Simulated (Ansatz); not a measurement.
# Mg3TiO4 and its Mg-free host: average intercalation voltage in Python

Wanted for Mg3TiO4 and its Mg-free host: an average intercalation voltage.

All numbers are computed with Ansatz 0.2.0, driven from Python. Level of theory: DFT PBE, plane waves, PAW.

## Step 1: The structure

Mg3TiO4 Pm-3m: Symmetry: Pm-3m, No. 221, cubic system. The conventional cell has a = 4.314 Å, b = 4.314 Å, c = 4.314 Å, α = 90.00°, β = 90.00°, γ = 90.00°. Around Mg (site symmetry 4/mmm) lie 6 O at 2.16 Å. Around Ti (site symmetry m-3m) lie 6 O at 2.16 Å. Around O (site symmetry 4/mmm) lie 4 Mg at 2.16 Å and 2 Ti at 2.16 Å. Only part of the 4 independent sites is listed.

Mg P6_3/mmc: It takes space group P6_3/mmc (No. 194, hexagonal). Conventional cell: a = 3.209 Å, b = 3.209 Å, c = 5.210 Å, α = 90.00°, β = 90.00°, γ = 120.00°. Around Mg (site symmetry -6m2) lie 12 Mg at 3.20 to 3.21 Å.

TiO4 Pm-3m: The structure is cubic, space group Pm-3m (No. 221). Conventional cell: a = 4.314 Å, b = 4.314 Å, c = 4.314 Å, α = 90.00°, β = 90.00°, γ = 90.00°. Ti (site symmetry m-3m) has 6 O at 2.16 Å as nearest neighbours. O (site symmetry 4/mmm) has 2 Ti at 2.16 Å as nearest neighbours. O (site symmetry m-3m) is surrounded by 12 O at 3.05 Å.

The script reads mg3tio4_mg3tio4.extxyz:

```xyz
8
Lattice="4.31365886 0.0 0.0 0.0 4.31365886 0.0 0.0 0.0 4.31365886" Properties=species:S:1:pos:R:3:initial_magmoms:R:1 pbc="T T T"
Mg    0.00000000    2.15682943    2.15682943  0.00
Mg    2.15682943    0.00000000    2.15682943  0.00
Mg    2.15682943    2.15682943    0.00000000  0.00
Ti    0.00000000    0.00000000    0.00000000  0.50
O     2.15682943    0.00000000    0.00000000  0.00
O     2.15682943    2.15682943    2.15682943  0.00
O     0.00000000    0.00000000    2.15682943  0.00
O     0.00000000    2.15682943    0.00000000  0.00
```

Input file mg3tio4_mg.cif:

```cif
data_Mg
_cell_length_a 3.209300
_cell_length_b 3.209300
_cell_length_c 5.210300
_cell_angle_alpha 90.00000
_cell_angle_beta 90.00000
_cell_angle_gamma 120.00000
_symmetry_space_group_name_H-M 'P 1'
_symmetry_Int_Tables_number 1
loop_
_symmetry_equiv_pos_as_xyz
'x, y, z'
loop_
_atom_site_label
_atom_site_type_symbol
_atom_site_fract_x
_atom_site_fract_y
_atom_site_fract_z
Mg1 Mg    0.333333    0.666667    0.250000
Mg2 Mg    0.666667    0.333333    0.750000
```

## Step 2: The script

Input file voltage.py:

```python
"""Removing Mg from Mg3TiO4: voltage and change of volume, after relaxing atoms and volume at fixed cell shape."""

from collections import Counter
import warnings

import ansatz
from ase.data import atomic_masses, atomic_numbers
from ase.io import read
import numpy as np

POLARISED = {"TiO4", "Mg3TiO4"}


def run_phase(name, crystal):
    calc = (
        crystal.calculation()
        .functional("pbe")
        .basis(450)
        .kpoints(spacing=0.27)
        .occupations("gaussian", width=0.1)
        .band_table()
    )
    if name in POLARISED:
        calc = calc.spin("collinear")
    calc = calc.relax(force_tolerance=0.01, max_steps=60, fix_cell=["shape"])
    return calc.run(threads=1, pin="off")


def counts(outcome):
    return Counter(site.symbol for site in outcome.lattice.sites)


def gap_ev(outcome):
    # nan where the run reports no band edges: a metal, overlapping bands, or a gap that is small against the smearing
    edges = outcome.report.get("band_edges_ev")
    return edges[1] - edges[0] if edges else float("nan")


def main() -> None:
    warnings.simplefilter("ignore", ansatz.DeckWarning)

    phases = {}
    mg3tio4 = ansatz.Crystal.from_extxyz("mg3tio4_mg3tio4.extxyz")
    phases["Mg3TiO4"] = mg3tio4
    atoms = read("mg3tio4_mg.cif")
    mg = ansatz.Crystal.from_ase(atoms)
    phases["Mg"] = mg
    # empty the sites of the mobile ion
    host = phases["Mg3TiO4"].resolved()
    for site in phases["Mg3TiO4"].resolved().sites:
        if site.symbol == "Mg":
            host = host.vacancy("Mg", at=site.position)
    phases["TiO4"] = host.resolved()

    done = {name: run_phase(name, crystal) for name, crystal in phases.items()}

    full, empty, metal = done["Mg3TiO4"], done["TiO4"], done["Mg"]
    n = counts(full)["Mg"]
    reaction = full.report["energy_sigma0_ev"] - empty.report["energy_sigma0_ev"] - n * metal.report["energy_sigma0_ev"] / len(metal.lattice.sites)
    voltage = -reaction / (2 * n)
    v_full, v_empty = (abs(np.linalg.det(o.lattice.cell_ang)) for o in (full, empty))
    print(f"average voltage {voltage:.3f} V for {n} Mg per cell")
    print(f"cell volume {v_empty:.2f} -> {v_full:.2f} A^3 on insertion ({100 * (v_full / v_empty - 1):+.1f} %)")
    print("gaps on the mesh (eV): full", round(gap_ev(full), 2), "empty", round(gap_ev(empty), 2))
    for o in (full, empty):
        print([f"{s.symbol}{m:+.2f}" for s, m in zip(o.lattice.sites, o.report["site_moments_mub"]) if abs(m) > 0.05])
    mass = sum(k * atomic_masses[atomic_numbers[e]] for e, k in counts(full).items())
    capacity = 26801 * 2 * n / mass
    print(f"capacity {capacity:.0f} mAh/g of the full compound, energy {capacity * voltage:.0f} Wh/kg")


if __name__ == "__main__":
    main()
```

## Step 3: The calls as engine input

The engine receives this input (first run):

```yaml
crystal:
  lattice:
    - [4.31365886, 0.0, 0.0]
    - [0.0, 4.31365886, 0.0]
    - [0.0, 0.0, 4.31365886]
  atoms:
    - { symbol: Mg, position: [0.0, 0.5, 0.5], spin: 0.0 }
    - { symbol: Mg, position: [0.5, 0.0, 0.5], spin: 0.0 }
    - { symbol: Mg, position: [0.5, 0.5, 0.0], spin: 0.0 }
    - { symbol: Ti, position: [0.0, 0.0, 0.0], spin: 0.5 }
    - { symbol: O, position: [0.5, 0.0, 0.0], spin: 0.0 }
    - { symbol: O, position: [0.5, 0.5, 0.5], spin: 0.0 }
    - { symbol: O, position: [0.0, 0.0, 0.5], spin: 0.0 }
    - { symbol: O, position: [0.0, 0.5, 0.0], spin: 0.0 }
basis:
  ecutwfc: 450.0
kpoints:
  mp_grid:
    kspacing: 0.27
hamiltonian:
  xc: pbe
magnetization:
  spin_polarized: true
scf:
  occupations:
    method: gaussian
    width: 0.1
relax:
  f_tol: 0.01
  max_steps: 60
  cell:
    fix: [shape]
output:
  eigenvalues: true
```

## Step 4: Launch

Run with:

```
$ python voltage.py
```

What it wrote:

```text
average voltage 2.580 V for 3 Mg per cell
cell volume 58.58 -> 80.11 A^3 on insertion (+36.8 %)
gaps on the mesh (eV): full nan empty nan
['Ti+1.23']
['Ti-0.10', 'O+0.64', 'O+1.98', 'O+0.64', 'O+0.64']
capacity 870 mAh/g of the full compound, energy 2245 Wh/kg
```

Wall time 94 s (1 thread of Arm Neoverse V1, shared host); peak memory 0.56 GiB.

## Step 5: Inputs of later runs

The engine's inputs for the other runs:

Run 2, against run 1:

```diff
@@ -3,3 +3,3 @@
-    - [4.31365886, 0.0, 0.0]
-    - [0.0, 4.31365886, 0.0]
-    - [0.0, 0.0, 4.31365886]
+    - [3.2093, 0.0, 0.0]
+    - [-1.6046499999999992, 2.779335328365399, 0.0]
+    - [0.0, 0.0, 5.2103]
@@ -7,8 +7,2 @@
-    - { symbol: Mg, position: [0.0, 0.5, 0.5], spin: 0.0 }
-    - { symbol: Mg, position: [0.5, 0.0, 0.5], spin: 0.0 }
-    - { symbol: Mg, position: [0.5, 0.5, 0.0], spin: 0.0 }
-    - { symbol: Ti, position: [0.0, 0.0, 0.0], spin: 0.5 }
-    - { symbol: O, position: [0.5, 0.0, 0.0], spin: 0.0 }
-    - { symbol: O, position: [0.5, 0.5, 0.5], spin: 0.0 }
-    - { symbol: O, position: [0.0, 0.0, 0.5], spin: 0.0 }
-    - { symbol: O, position: [0.0, 0.5, 0.0], spin: 0.0 }
+    - { symbol: Mg, position: [0.3333330000000001, 0.6666670000000001, 0.25] }
+    - { symbol: Mg, position: [0.666667, 0.333333, 0.75] }
@@ -22,2 +15,0 @@
-magnetization:
-  spin_polarized: true
```

Run 3, against run 1:

```diff
@@ -7,3 +6,0 @@
-    - { symbol: Mg, position: [0.0, 0.5, 0.5], spin: 0.0 }
-    - { symbol: Mg, position: [0.5, 0.0, 0.5], spin: 0.0 }
-    - { symbol: Mg, position: [0.5, 0.5, 0.0], spin: 0.0 }
```

Lines on the test bed's own set-up are left out of the output.

## Step 6: The runs side by side

The 3 runs, in the order started:

```
run             system  space group at the end  spin polarised  energy (eV/atom)  final volume (Å³/atom)  moment (μB/cell)  SCF cycles in all  CPU time (s)
  1  Mg3TiO4 (8 atoms)                   Pm-3m             yes        -1318.8195                   10.01              1.95                 31            39
  2       Mg (2 atoms)                P6_3/mmc         not set        -1923.7997                   22.92              0.00                 15           4.7
  3     TiO4 (5 atoms)                   Pm-3m             yes         -952.7355                   11.72              4.00                 85            50
```

Energies are extrapolated to zero smearing width, as in the script. Totals carry meaning only in balanced differences at one level of theory.

## Step 7: The relaxation of run 1, step by step

Step by step:

| step | E - E(step 1) (eV/cell) | largest force component (eV/Å) | pressure (GPa) | volume (Å³) |
| --- | --- | --- | --- | --- |
| 1 | 0.0000 | 0.0000 | -0.29 | 80.27 |
| 2 | -0.0002 | 0.0000 | -0.14 | 80.19 |
| 3 | -0.0003 | 0.0000 | 0.00 | 80.11 |
| 4 | -0.0002 | 0.0000 | 0.00 | 80.11 |

Step 1 is the start. Step 4 repeats the geometry before it on a plane-wave basis chosen anew for that cell, so its energy need not be comparable with the rows above.

|  | before | after | change |
| --- | --- | --- | --- |
| a (Å) | 4.314 | 4.311 | -0.1 % |
| b (Å) | 4.314 | 4.311 | -0.1 % |
| c (Å) | 4.314 | 4.311 | -0.1 % |
| volume (Å³/atom) | 10.03 | 10.01 | -0.2 % |
| shortest distance (Å) | 2.157 | 2.155 | -0.1 % |
| space group (0.01 Å) | Pm-3m | Pm-3m | same |

The run keeps the 48 symmetry operations of the start, so it could not have lowered the symmetry.

## Step 8: Path of the relaxation of run 2

The steps of the relaxation:

```
step  energy from step 1 (eV/cell)  largest force component (eV/Å)  pressure (GPa)  volume (Å³)
   1                        0.0000                          0.0000           -0.48        46.47
   2                       -0.0009                          0.0000           -0.10        45.97
   3                       -0.0010                          0.0000            0.00        45.84
   4                       -0.0010                          0.0000            0.00        45.84
```

Step 1 is the start. Step 4 repeats the geometry before it on a plane-wave basis chosen anew for that cell, so its energy need not be comparable with the rows above.

|  | before | after | change |
| --- | --- | --- | --- |
| a (Å) | 3.209 | 3.195 | -0.5 % |
| b (Å) | 3.209 | 3.195 | -0.5 % |
| c (Å) | 5.210 | 5.186 | -0.5 % |
| volume (Å³/atom) | 23.24 | 22.92 | -1.4 % |
| shortest distance (Å) | 3.197 | 3.182 | -0.5 % |
| space group (0.01 Å) | P6_3/mmc | P6_3/mmc | same |

The run keeps the 24 symmetry operations of the start, so it could not have lowered the symmetry.

## Step 9: Results

| quantity | value |
| --- | --- |
| average voltage | 2.580 V |
| capacity | 870 mAh/g |
| runs compared | 3 |

What this shows: The voltage is an average between the two end compositions, without entropy or volume terms. The average voltage against Mg metal is 2.580 V for 3 Mg a cell, and insertion changes the volume by +36.8 % with the cell's shape held. In run 1, over 2 moves the cell shrank by 0.2 % in volume, and the space group stayed Pm-3m. In run 2, the volume shrank by 1.4 % over 2 moves, and the space group stayed P6_3/mmc. Atoms and volume are relaxed with the cell's shape held, which in cells of lower than cubic symmetry can hide stresses and shift volumes. The emptied host keeps the framework's symmetry and may not be a stable phase; the voltage is an average over full removal at zero temperature. Magnetic phases start from parallel moments and may not end in their lowest magnetic state. Mesh, spin state and self-interaction can shift such a voltage by tenths of a volt. It is a formal energy of removing every such ion; where the cations can't give all the electrons, the anions are oxidised, and no electrode works so. Whether this is the phase that is stable at ambient conditions was not tested.
